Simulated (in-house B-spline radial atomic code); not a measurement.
# Ru³⁺: ionisation energy by several methods

How far do functionals differ on the ionisation energy of Ru³⁺? Each run solves Ru³⁺ and then the next ion ([Kr] 4d4).

Method: Dirac-Coulomb, several functionals; spherical all-electron atom at the radial basis limit. Code: in-house B-spline radial atomic code version 1.

## 1. What is computed

- element: ruthenium (Z = 44)
- charge: +3
- electrons: 41
- configuration: [Kr] 4d5
- nucleus: Fermi, rms radius 4.481 fm

Outer shells as boxes (Hund's rule):

[Kr] 4d5
```
[Kr] core
4d [↑ ][↑ ][↑ ][↑ ][↑ ]
```

The boxes only draw the filling; these runs are spin-restricted and spherical.

## 2. AM05, a GGA

Settings of the run:

```ini
Z = 44
electrons = 41.0
configuration = [Kr] 4d5
hamiltonian = dirac
method = am05
spin_polarised = False
nucleus = fermi
rms_radius = 4.4809
mass_number = 102
atomic_mass = 101.904340312
speed_of_light = 137.035999084
```

## 3. exchange-only LDA

Changes to the settings of step 2:

```diff
@@ -4,3 +4,3 @@
 hamiltonian = dirac
-method = am05
+method = lda,
 spin_polarised = False
```

## 4. PW91, a GGA

Changes to the settings of step 3:

```diff
@@ -4,3 +4,3 @@
 hamiltonian = dirac
-method = lda,
+method = pw91,pw91
 spin_polarised = False
```

## 5. LDA (VWN5)

Changes to the settings of step 4:

```diff
@@ -4,3 +4,3 @@
 hamiltonian = dirac
-method = pw91,pw91
+method = lda,vwn
 spin_polarised = False
```

## 6. PBEsol, a GGA

Changes to the settings of step 5:

```diff
@@ -4,3 +4,3 @@
 hamiltonian = dirac
-method = lda,vwn
+method = pbesol
 spin_polarised = False
```

## 7. relativistic LDA

Changes to the settings of step 6:

```diff
@@ -4,3 +4,3 @@
 hamiltonian = dirac
-method = pbesol
+method = lda_x_rel,vwn
 spin_polarised = False
```

Before running: The tabulated ionisation energy is 45 ± 1.7 eV (tabulated theoretical; NIST Atomic Spectra Database). What does each method give, and which comes nearest?

**Answer**, as computed:

| method | rung | total energy (hartree) | ΔSCF (eV) | −ε highest (eV) | ΔSCF less tabulated (eV) |
| --- | --- | --- | --- | --- | --- |
| exchange-only LDA | LDA | -4520.9325 | 43.096 | 35.823 (4d5/2) | -1.904 |
| LDA (VWN5) | LDA | -4524.9163 | 44.719 | 37.400 (4d5/2) | -0.281 |
| relativistic LDA | LDA | -4519.3800 | 44.736 | 37.415 (4d5/2) | -0.264 |
| AM05 | GGA | -4525.1352 | 44.480 | 37.152 (4d5/2) | -0.520 |
| PW91 | GGA | -4530.1510 | 44.583 | 37.253 (4d5/2) | -0.417 |
| PBEsol | GGA | -4527.0838 | 44.484 | 37.160 (4d5/2) | -0.516 |

Tables give 45 ± 1.7 eV (tabulated theoretical; NIST Atomic Spectra Database) for the ionisation energy. relativistic LDA misses by -0.264 eV, the least, and exchange-only LDA by -1.904 eV (4.2 %), the most. The table's own uncertainty exceeds the spread between the methods, so their order is not settled. Open shells are averaged (over orientations, and over spins where the run is restricted), while tables refer to the lowest levels. For the semilocal functionals minus the highest level recovers only 83 to 84 % of their own ΔSCF value, a mark of self-interaction.
